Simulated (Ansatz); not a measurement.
# Al2O3: the cost of one run

Method: DFT LDA+D3(BJ), scalar-relativistic, plane waves, PAW, in Ansatz 0.2.0.

17 further runs of the same task are left out: 17 set aside as unsound or not needed.

**1. The system as given**

It takes space group P-6m2 (No. 187, hexagonal). Conventional cell: a = 2.822 Å, b = 2.822 Å, c = 6.940 Å, α = 90.00°, β = 90.00°, γ = 120.00°. Al (site symmetry 3m) has 6 O at 1.76 to 2.12 Å as nearest neighbours. Around O (site symmetry 3m) lie 3 Al at 1.76 Å. O (site symmetry -6m2) is surrounded by 6 Al at 2.12 Å.

Structure file:

```
Al O
1.0
     2.82173    0.00000    0.00000
    -1.41086    2.44369    0.00000
     0.00000    0.00000    6.93952
Al O
2 3
Direct
  0.00000 0.00000 0.19655
  0.00000 0.00000 0.80345
  0.33333 0.66667 0.29317
  0.66667 0.33333 0.00000
  0.33333 0.66667 0.70683
```

It goes back to an entry of the Materials Project, which need not be the stable form.

This cell was relaxed beforehand with the same method: volume 9.57 Å³/atom, gap on the mesh 4.79 eV.

**2. Plan of the line**

The energy is mapped over the lattice constants a and c of the conventional cell.

The axes are (1) lattice constant a (and b): 7 values from 2.737 to 2.906 Å; (2) lattice constant c: 7 values from 6.315 to 7.564 Å.

Nothing else is relaxed (fractional coordinates fixed). Energies count from the relaxed crystal. Points are written as (first, second).

**3. Point (2.737 Å, 6.940 Å)**

The input, input.yaml:

```yaml
crystal:
  lattice:
    - [2.7371, 0.0, 0.0]
    - [-1.36855, 2.3703981327, 0.0]
    - [0.0, 0.0, 6.9395197271]
  atoms:
    - { symbol: Al, position: [0.0, 0.0, 0.1965477898] }
    - { symbol: Al, position: [0.0, 0.0, 0.8034522102] }
    - { symbol: O, position: [0.3333333333, 0.6666666667, 0.2931655293] }
    - { symbol: O, position: [0.6666666667, 0.3333333333, 0.0] }
    - { symbol: O, position: [0.3333333333, 0.6666666667, 0.7068344707] }
basis:
  ecutwfc: 520.0
kpoints:
  mp_grid: { grid: [9, 9, 4] }
hamiltonian:
  xc: lda
  pseudopotentials: { kind: paw, azcp: { folder: soft_1 } }
  dispersion: d3bj
scf:
  occupations: { method: gaussian, width: 0.05 }
output:
  forces: true
  stress: true
  eigenvalues: true
```

Launch:

```sh
$ ansatz run input.yaml --threads 1 --pin off --max-ram 2048MiB --backend cpu --events-out ev --progress --plain --runs-dir out
```

**Question.** How long does this run take on 1 thread of Arm Neoverse N1, shared host, and how much memory does it need?

About 7.1 s, with a peak of 0.31 GiB.
